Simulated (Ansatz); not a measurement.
# YTiGe: response to uniaxial strain along c

The task here is to estimate one member of a computed series from the others.

Method: DFT r2SCAN, scalar-relativistic, plane waves, PAW, in Ansatz 0.2.0.

3 further runs of the same task are left out: 3 set aside as unsound or not needed.

### The system as given

The structure is tetragonal, space group P4/nmm (No. 129). Conventional cell: a = 4.056 Å, b = 4.056 Å, c = 7.659 Å, α = 90.00°, β = 90.00°, γ = 90.00°. Y (site symmetry 4mm) is surrounded by 5 Ge at 2.97 to 3.18 Å and 4 Ti at 3.31 Å. Ti (site symmetry -4m2) has 4 Ge at 2.75 Å and 4 Ti at 2.87 Å in its first shell of neighbours. Ge (site symmetry 4mm) is surrounded by 4 Ti at 2.75 Å and 4 Y at 2.97 Å.

As a file:

```xyz
6
Lattice="4.0560 0.0000 0.0000 0.0000 4.0560 0.0000 0.0000 0.0000 7.6587" Properties=species:S:1:pos:R:3 pbc="T T T"
Y     2.0280    0.0000    5.0397
Y     0.0000    2.0280    2.6190
Ti    0.0000    0.0000    0.0000
Ti    2.0280    2.0280    0.0000
Ge    2.0280    0.0000    1.8615
Ge    0.0000    2.0280    5.7972
```

It is the result of an earlier relaxation at this level (volume 21.00 Å³/atom; gap on the mesh: none (metal)).

The first run:

The input, input.yaml:

```yaml
crystal:
  lattice:
    - [4.0559919403, 0.0, 0.0]
    - [0.0, 4.0559919403, 0.0]
    - [0.0, 0.0, 7.6586516509]
  atoms:
    - { symbol: "Y", position: [0.5, 0.0, 0.6580395433] }
    - { symbol: "Y", position: [0.0, 0.5, 0.3419604567] }
    - { symbol: Ti, position: [0.0, 0.0, 0.0] }
    - { symbol: Ti, position: [0.5, 0.5, 0.0] }
    - { symbol: Ge, position: [0.5, 0.0, 0.2430586574] }
    - { symbol: Ge, position: [0.0, 0.5, 0.7569413426] }
basis:
  ecutwfc: 500
kpoints:
  mp_grid: { grid: [10, 10, 6] }
hamiltonian:
  xc: r2scan
scf:
  occupations: { method: gaussian, width: 0.1 }
output:
  forces: true
  stress: true
  eigenvalues: true
```

The run is started by

```
ansatz run input.yaml --threads 1 --pin off --max-ram 2560MiB --backend cpu --events-out ev --progress --plain --runs-dir out
```

Among the steps run: Zero strain; The cell strained by -1.0 %; At +1.0 %; The cell strained by -2.0 %.

One of the session's tables, all rows but one given; the rest of the session is left out.

Lengths are those of the vectors of the cell that was run; stresses in GPa:

| strain (%) | ΔE (meV/atom) | a (Å) | b (Å) | c (Å) |
| --- | --- | --- | --- | --- |
| -2.0 | 3.9 | 4.077 | 4.077 | 7.505 |
| -1.0 | ? | ? | ? | ? |
| +0.0 | 0.0 | 4.056 | 4.056 | 7.659 |
| +1.0 | 0.6 | 4.047 | 4.047 | 7.735 |

**Question.** Estimate the row for strain (%) = -1.0.

Worked estimate for «ΔE (meV/atom)». A straight line through the neighbours (-2.0, 3.9) and (0.0, 0.0) gives 3.9 + (0.0 − 3.9) × (-1.0 + 2.0) / (0.0 + 2.0) = 1.9; a parabola fitted to 3 rows on both sides gives 1.1.

**Answer.** ΔE (meV/atom): 1.1; a (Å): 4.066; b (Å): 4.066; c (Å): 7.582. In «ΔE (meV/atom)» the line misses by +0.8 and the parabola by 0.0.

ΔE is over the unstrained cell. Stress in GPa, positive in compression, on the Cartesian axes of the input. 
